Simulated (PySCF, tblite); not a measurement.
# C6H11B: dynamics, then NMR shifts on frames, part 1 of 2

Aim: move C6H11B (`CC=C=CB(C)C`) away from its starting geometry and see how NMR shifts follow the geometry.

The runs use tblite 0.8.0 and PySCF 2.14.0, with density-fitted response routines of our own; the level of theory stands in each step. All values are computed, except where a source is named. Atoms count from 0, in the outputs and in this text.

## Step 1: The starting structure

18 atoms, charge 0, multiplicity 1; geometry from: GFN2-xTB.

Bonds of the start (Å): C0–C1 1.50, C1–C2 1.30, C2–C3 1.31, C3–B4 1.55, B4–C5 1.58, B4–C6 1.58, C0–H7 1.09, C0–H8 1.09, C0–H9 1.09, C1–H10 1.08, C3–H11 1.09, C5–H12 1.09, C5–H13 1.09, C5–H14 1.09, C6–H15 1.09, C6–H16 1.09, C6–H17 1.09.

## Step 2: A short Langevin run with GFN2-xTB

The job: settings as JSON, then the geometry in Å.

```
{"job": {"kind": "md", "xc": "GFN2-xTB", "basis": "xTB", "temperature": 600, "steps": 2000, "every": 50, "frames": 5}, "charge": 0, "multiplicity": 1}
C      3.115200    -0.790819    -0.548155
C      2.209673     0.072011     0.282397
C      1.114213     0.613438    -0.148038
C     -0.023417     1.102211    -0.568640
B     -1.372767     0.352747    -0.446350
C     -2.680416     1.055038    -0.990056
C     -1.448090    -1.085386     0.197815
H      3.185544    -1.787511    -0.111808
H      2.736302    -0.877853    -1.563337
H      4.118191    -0.365557    -0.578458
H      2.525283     0.241501     1.304593
H     -0.001137     2.090526    -1.019454
H     -2.778495     2.073086    -0.615033
H     -3.597633     0.522615    -0.749838
H     -2.633848     1.141689    -2.076187
H     -2.069536    -1.066443     1.092834
H     -0.480248    -1.494534     0.477008
H     -1.927579    -1.790440    -0.480469
```

Method: GFN2-xTB Langevin dynamics, gas phase.

Launch:

```sh
$ OMP_NUM_THREADS=1 python probes_run.py task.json out
```

One launch serves the whole session: the jobs run in the order shown.

Output:

```text
t/fs     T/K      E/eV
    0.0   508.9   -533.56305
   25.0   294.7   -532.58029
   50.0   457.1   -532.73058
   75.0   617.6   -532.69014
  100.0   610.7   -532.36347
  125.0   552.0   -532.33245
  150.0   566.5   -532.59232
  175.0   569.1   -532.47632
  200.0   681.5   -532.72612
  225.0   532.7   -532.27060
  250.0   736.2   -532.54704
  275.0   617.9   -532.52047
  300.0   535.9   -532.49242
  325.0   593.1   -532.33722
  350.0   769.4   -532.42704
  375.0   667.7   -532.57389
  400.0   567.5   -532.02285
  425.0   536.0   -531.84627
  450.0   743.2   -532.39826
  475.0   565.6   -532.02980
  500.0   549.0   -531.92834
  525.0   815.0   -532.35330
  550.0   702.1   -532.11100
  575.0   487.9   -531.99918
  600.0   448.0   -532.26535
  625.0   545.9   -532.42311
  650.0   566.3   -532.20605
  675.0   453.2   -532.33542
  700.0   517.9   -532.36600
  725.0   462.3   -532.32393
  750.0   396.8   -532.27731
  775.0   784.3   -532.62751
  800.0   688.9   -532.35190
  825.0   569.1   -532.11496
  850.0   674.5   -532.09604
  875.0   774.3   -532.53558
  900.0   551.6   -532.27511
  925.0   788.7   -532.82250
  950.0   739.0   -532.62140
  975.0   618.0   -532.28748
 1000.0   702.6   -532.18706
```

Wall time 11 s (1 thread of Arm Neoverse V1, shared host); peak memory 0.18 GiB.

Distance from the start (root mean square after alignment): 0 fs 0.00 Å, 200 fs 1.16 Å, 400 fs 0.84 Å, 600 fs 1.10 Å, 800 fs 0.85 Å, 1000 fs 0.96 Å.

Positions (Å) and forces (eV/Å) at 1000 fs:

```xyz
18

C     2.666   -2.809    0.910    1.527   -2.130    3.573
C     2.459   -1.364    1.178   -0.108   -0.006    1.114
C     1.858   -0.656    0.290   -0.214    0.118   -0.368
C     1.216   -0.057   -0.638   -2.411    1.297   -1.886
B    -0.381    0.066   -1.081    1.667   -0.165    1.005
C    -0.685    1.458   -1.794    0.418    0.043    0.568
C    -1.466   -1.094   -1.150    0.529   -1.347   -1.942
H     1.936   -3.215    0.292   -0.910   -0.318   -1.642
H     3.700   -3.164    0.634   -0.954    0.746    0.014
H     2.447   -3.451    1.907    0.585    1.462   -1.531
H     2.554   -0.902    2.174    0.412   -0.618   -0.401
H     1.676    0.644   -1.353    0.547   -0.547    0.487
H     0.181    2.038   -2.204   -0.790   -0.897   -0.023
H    -1.198    2.209   -1.202   -0.117   -0.101    0.501
H    -1.426    1.142   -2.490   -0.238    0.469   -1.315
H    -2.317   -0.803   -1.766    0.052    0.295   -0.247
H    -1.957   -1.599   -0.362    0.054    0.143    1.645
H    -1.061   -2.042   -1.685   -0.050    1.556    0.448
```

## Step 3: NMR shieldings: 250 fs, PBE0/pcSseg-1

The job: settings as JSON, then the geometry in Å.

```
{"job": {"kind": "nmr", "xc": "PBE0", "basis": "pcSseg-1", "pop": false}, "charge": 0, "multiplicity": 1}
C      2.563600    -1.827100     1.168600
C      1.585300    -0.586900     1.254600
C      0.885700     0.008400     0.344700
C      0.204400     0.641700    -0.604100
B     -1.139400     0.184500    -1.162900
C     -1.855700     1.180700    -2.218000
C     -1.803700    -1.090200    -0.743900
H      3.124800    -1.856100     0.206400
H      3.271000    -1.842300     2.025100
H      1.961300    -2.703500     1.240100
H      1.420200    -0.129500     2.203300
H      0.505200     1.588200    -0.960500
H     -2.678000     0.567400    -2.761100
H     -1.062600     1.435500    -2.986500
H     -2.244400     2.130700    -1.868800
H     -1.311700    -1.990500    -0.988100
H     -2.930300    -1.289200    -0.955200
H     -1.982700    -1.138000     0.438800
```

With the program's defaults for keys left out, this is: GIAO PBE0/pcSseg-1 NMR shielding, non-relativistic, gas phase.

Output:

```text
coarse grid: 14424 points
cycle   1  E = -259.5605071466  dE =  5.167e-01  |g| = 5.054e-01  |ddm| = 3.776e+00
cycle   2  E = -259.5312694857  dE =  2.924e-02  |g| = 6.024e-01  |ddm| = 1.050e+00
cycle   3  E = -259.6291023384  dE = -9.783e-02  |g| = 1.162e-01  |ddm| = 6.300e-01
cycle   4  E = -259.6327477434  dE = -3.645e-03  |g| = 3.180e-02  |ddm| = 1.430e-01
cycle   5  E = -259.6330027850  dE = -2.550e-04  |g| = 8.453e-03  |ddm| = 3.142e-02
cycle   6  E = -259.6330207436  dE = -1.796e-05  |g| = 1.698e-03  |ddm| = 8.903e-03
cycle   7  E = -259.6330214498  dE = -7.062e-07  |g| = 5.868e-04  |ddm| = 2.139e-03
final grid: 137552 points
cycle   8  E = -259.6733446885  dE = -3.154e-05  |g| = 7.368e-03  |ddm| = 3.603e-02
cycle   9  E = -259.6733432379  dE =  1.451e-06  |g| = 7.820e-03  |ddm| = 1.366e-02
cycle  10  E = -259.6733593016  dE = -1.606e-05  |g| = 7.030e-04  |ddm| = 6.926e-03
cycle  11  E = -259.6733594100  dE = -1.083e-07  |g| = 2.268e-04  |ddm| = 7.032e-04
cycle  12  E = -259.6733594215  dE = -1.148e-08  |g| = 7.675e-05  |ddm| = 2.471e-04
cycle  13  E = -259.6733594230  dE = -1.524e-09  |g| = 1.618e-05  |ddm| = 8.367e-05
cycle  14  E = -259.6733594231  dE = -7.481e-11  |g| = 1.970e-06  |ddm| = 2.070e-05
converged SCF energy = -259.6733594231

GIAO shielding tensors (ppm)
atom      isotropic    diamagn.    paramagn.     s11        s22        s33       span
  0 C      168.987     247.089     -78.102    158.827    161.995    186.139     27.313
  1 C      103.750     262.524    -158.774     10.908    138.143    162.200    151.292
  2 C      -44.531     262.608    -307.139    -85.591    -61.706     13.704     99.295
  3 C       90.823     263.983    -173.160      6.897    103.416    162.156    155.258
  4 B       25.361     188.224    -162.863    -32.790    -14.135    123.009    155.800
  5 C      161.289     253.111     -91.822    147.252    154.289    182.326     35.074
  6 C      172.506     252.462     -79.956    159.711    169.855    187.951     28.240
  7 H       29.037      28.730       0.308     25.322     27.534     34.256      8.935
  8 H       29.621      26.520       3.100     25.595     26.977     36.290     10.696
  9 H       29.947      30.425      -0.479     25.022     29.056     35.762     10.740
 10 H       26.577      33.402      -6.825     23.615     27.482     28.633      5.018
 11 H       26.118      34.769      -8.650     23.907     24.332     30.116      6.210
 12 H       29.004      27.504       1.500     25.283     28.684     33.044      7.761
 13 H       29.924      29.176       0.748     26.484     28.987     34.300      7.817
 14 H       30.199      30.074       0.125     27.078     28.423     35.097      8.019
 15 H       31.206      32.702      -1.495     26.674     30.229     36.715     10.041
 16 H       29.011      28.074       0.938     25.275     27.592     34.167      8.891
 17 H       28.345      30.755      -2.411     23.483     28.290     33.261      9.777
```

Wall time 19 s (1 thread of Arm Neoverse V1, shared host); peak memory 0.85 GiB.

The references, computed at this level on geometries of the same kind, shield at (ppm): 1H TMS 31.72, 13C TMS 186.9, 11B BF3·OEt2 100.1. Their shielding less the atom's gives the shift. The references are single molecules in the gas phase. Each atom is listed at this fixed geometry, with no averaging over motion; a spectrum would average atoms that exchange fast.

```tsv
atoms	environment	σ (ppm)	δ (ppm)
C2	central carbon of an allene	-44.5	231.5
C3	terminal carbon of a cumulated C=C=C unit	90.8	96.1
C1	terminal carbon of a cumulated C=C=C unit	103.8	83.2
C5	methyl carbon bonded to B	161.3	25.6
C0	allylic methyl carbon	169.0	17.9
C6	methyl carbon bonded to B	172.5	14.4
H11	hydrogen on a terminal carbon of a cumulated C=C=C unit	26.12	5.60
H10	hydrogen on a terminal carbon of a cumulated C=C=C unit	26.58	5.14
H17	hydrogen on a methyl carbon bonded to B	28.34	3.37
H12	hydrogen on a methyl carbon bonded to B	29.00	2.71
H16	hydrogen on a methyl carbon bonded to B	29.01	2.71
H7	hydrogen on an allylic methyl carbon	29.04	2.68
H8	hydrogen on an allylic methyl carbon	29.62	2.10
H13	hydrogen on a methyl carbon bonded to B	29.92	1.79
H9	hydrogen on an allylic methyl carbon	29.95	1.77
H14	hydrogen on a methyl carbon bonded to B	30.20	1.52
H15	hydrogen on a methyl carbon bonded to B	31.21	0.51
B4	boron bonded to 3 C	25.4	74.7
```

## Step 4: Shielding tensors: 425 fs, PBE0/pcSseg-1

The job: settings as JSON, then the geometry in Å.

```
{"job": {"kind": "nmr", "xc": "PBE0", "basis": "pcSseg-1", "pop": false}, "charge": 0, "multiplicity": 1}
C      2.538400    -2.395000     1.711400
C      1.669200    -1.154900     1.630900
C      1.357600    -0.597300     0.455300
C      1.039300     0.078200    -0.535300
B     -0.274700     0.307800    -1.132300
C     -0.316300     0.907000    -2.678700
C     -1.439200    -0.510300    -0.542100
H      1.946800    -3.295400     1.781000
H      3.272100    -2.381000     0.946500
H      3.156600    -2.344400     2.568000
H      1.824200    -0.533800     2.584800
H      1.852100     0.450800    -1.164700
H      0.132300     1.856500    -2.750800
H     -1.286100     0.871400    -3.192900
H      0.223200     0.099800    -3.202200
H     -1.101400    -0.766400     0.591100
H     -1.715100    -1.413000    -1.071700
H     -2.284400     0.232900    -0.708100
```

Level: GIAO PBE0/pcSseg-1 NMR shielding, non-relativistic, gas phase.

Output:

```text
coarse grid: 14424 points
cycle   1  E = -259.5213175812  dE =  7.392e-01  |g| = 5.428e-01  |ddm| = 3.798e+00
cycle   2  E = -259.5006576703  dE =  2.066e-02  |g| = 6.099e-01  |ddm| = 1.081e+00
cycle   3  E = -259.5986988407  dE = -9.804e-02  |g| = 1.079e-01  |ddm| = 6.204e-01
cycle   4  E = -259.6018243826  dE = -3.126e-03  |g| = 3.068e-02  |ddm| = 1.334e-01
cycle   5  E = -259.6020583388  dE = -2.340e-04  |g| = 9.168e-03  |ddm| = 3.162e-02
cycle   6  E = -259.6020773837  dE = -1.904e-05  |g| = 3.306e-03  |ddm| = 1.181e-02
cycle   7  E = -259.6020801775  dE = -2.794e-06  |g| = 9.204e-04  |ddm| = 3.829e-03
final grid: 137552 points
cycle   8  E = -259.6428704039  dE = -3.554e-05  |g| = 7.456e-03  |ddm| = 4.414e-02
cycle   9  E = -259.6428682013  dE =  2.203e-06  |g| = 8.086e-03  |ddm| = 1.405e-02
cycle  10  E = -259.6428850386  dE = -1.684e-05  |g| = 8.652e-04  |ddm| = 7.284e-03
cycle  11  E = -259.6428852164  dE = -1.779e-07  |g| = 2.238e-04  |ddm| = 9.371e-04
cycle  12  E = -259.6428852285  dE = -1.210e-08  |g| = 6.625e-05  |ddm| = 2.464e-04
cycle  13  E = -259.6428852297  dE = -1.195e-09  |g| = 1.298e-05  |ddm| = 8.094e-05
cycle  14  E = -259.6428852298  dE = -3.922e-11  |g| = 4.551e-06  |ddm| = 1.811e-05
converged SCF energy = -259.6428852298

GIAO shielding tensors (ppm)
atom      isotropic    diamagn.    paramagn.     s11        s22        s33       span
  0 C      176.634     244.610     -67.975    165.186    167.939    196.778     31.591
  1 C      100.124     252.687    -152.563     18.666    121.294    160.412    141.745
  2 C      -43.603     263.587    -307.190    -83.044    -64.338     16.572     99.616
  3 C       95.419     264.503    -169.083     12.159    119.771    154.328    142.169
  4 B       20.148     190.713    -170.565    -51.654    -11.547    123.645    175.299
  5 C      167.256     253.849     -86.593    145.367    171.909    184.492     39.125
  6 C      162.011     255.619     -93.608    139.373    159.569    187.090     47.717
  7 H       29.701      27.845       1.856     25.002     28.189     35.912     10.910
  8 H       30.401      28.780       1.620     25.212     29.755     36.235     11.023
  9 H       31.289      27.724       3.565     27.017     29.059     37.790     10.773
 10 H       25.097      30.695      -5.597     21.120     26.588     27.584      6.464
 11 H       25.550      31.947      -6.397     22.435     24.571     29.644      7.210
 12 H       31.244      31.456      -0.212     27.628     29.955     36.149      8.521
 13 H       30.406      30.458      -0.052     27.183     29.039     34.996      7.812
 14 H       31.308      30.565       0.743     27.609     30.142     36.172      8.562
 15 H       26.718      31.238      -4.520     22.182     26.659     31.314      9.132
 16 H       30.382      31.650      -1.268     26.960     28.845     35.342      8.383
 17 H       29.206      30.201      -0.995     25.329     28.658     33.630      8.301
```

Wall time 19 s (1 thread of Arm Neoverse V1, shared host); peak memory 0.87 GiB.

This run: δ C2 230.5, C3 91.5, C1 86.8, C6 24.9, H10 6.62, H11 6.17 ppm.

(Continued in part 2 of 2.)
